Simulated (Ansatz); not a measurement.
# BH3O2S: the cost of one run

Computed with Ansatz 0.2.0, Gaussian basis. Level: PBE0-D4/def2-TZVP structures, single points in def2-TZVPP, no counterpoise correction.

Levels: SPW92, PBE-D4, BLYP-D4, r2SCAN-D4, B97M-V, PBE0-D4, B3LYP-D4, r2SCAN0-D4, BHLYP-D4, CAM-B3LYP-D4, wB97X-V, wB97M-V, B2PLYP, PBE-QIDH, RPA on PBE, Hartree-Fock, MP2, CCSD, CCSD(T).

Cores are frozen in the correlated methods. B3LYP uses VWN-RPA correlation. B2PLYP carries no dispersion term here.

94 further runs of the same task are left out: 94 set aside as unsound or not needed.

## Step 1: The starting structure

The complex: 9 atoms, charge 0, spin multiplicity 1.

Atoms are counted from 1 here; the program's logs count them from 0.

Bond lengths: B1–S2 1.828 Å, B1–O3 1.358 Å, B1–O4 1.363 Å, S2–H7 1.341 Å, O3–H8 0.962 Å, O4–H9 0.960 Å, H5–H6 0.748 Å. Angles: S2–B1–O3 119.5°, S2–B1–O4 121.0°, O3–B1–O4 119.6°, B1–S2–H7 95.2°, B1–O3–H8 111.7°, B1–O4–H9 114.8°.

Coordinates:

```mol
BH5O2S
  3D, bonds by distance, orders not assigned

  9  7  0  0  0  0  0  0  0  0999 V2000
   -0.6747    0.1403   -0.4496 B   0  0
    0.3670    1.6043   -0.1152 S   0  0
   -1.8445    0.2928   -1.1219 O   0  0
   -0.2939   -1.1007   -0.0351 O   0  0
    2.2356   -0.5179    1.6660 H   0  0
    2.4434   -1.2250    1.5386 H   0  0
   -0.4678    2.4806   -0.6928 H   0  0
   -2.3021   -0.5461   -1.2336 H   0  0
    0.5371   -1.1284    0.4439 H   0  0
  1  2  8  0
  1  3  8  0
  1  4  8  0
  2  7  8  0
  3  8  8  0
  4  9  8  0
  5  6  8  0
M  END
```

Its parts: BH3O2S holds atoms 1, 2, 3, 4, 7, 8, 9; H2 holds atoms 5, 6. Each part counts its atoms afresh in its own runs.

## Step 2: Relaxing BH3O2S alone

Input file relax-a/in.yaml:

```yaml
crystal:
  periodic: [false, false, false]
  atoms:
    - {symbol: B, position_ang: [-0.674721, 0.140313, -0.449584]}
    - {symbol: S, position_ang: [0.366983, 1.604348, -0.115161]}
    - {symbol: O, position_ang: [-1.844515, 0.292752, -1.121925]}
    - {symbol: O, position_ang: [-0.293909, -1.100734, -0.035132]}
    - {symbol: H, position_ang: [-0.467815, 2.480568, -0.692849]}
    - {symbol: H, position_ang: [-2.302098, -0.546065, -1.233645]}
    - {symbol: H, position_ang: [0.537121, -1.128354, 0.443946]}
basis:
  gaussian: {orbitals: def2-TZVP}
hamiltonian: {xc: pbe0, dispersion: d4}
relax: {f_tol: 0.005, max_steps: 200}
```

Started as:

```console
> ansatz run in.yaml --threads 4 --pin off --events-out ev --progress --plain --max-ram 9574MiB
```

**Question.** How long does this run take on 4 threads of AMD EPYC, shared host?

About 15 s.
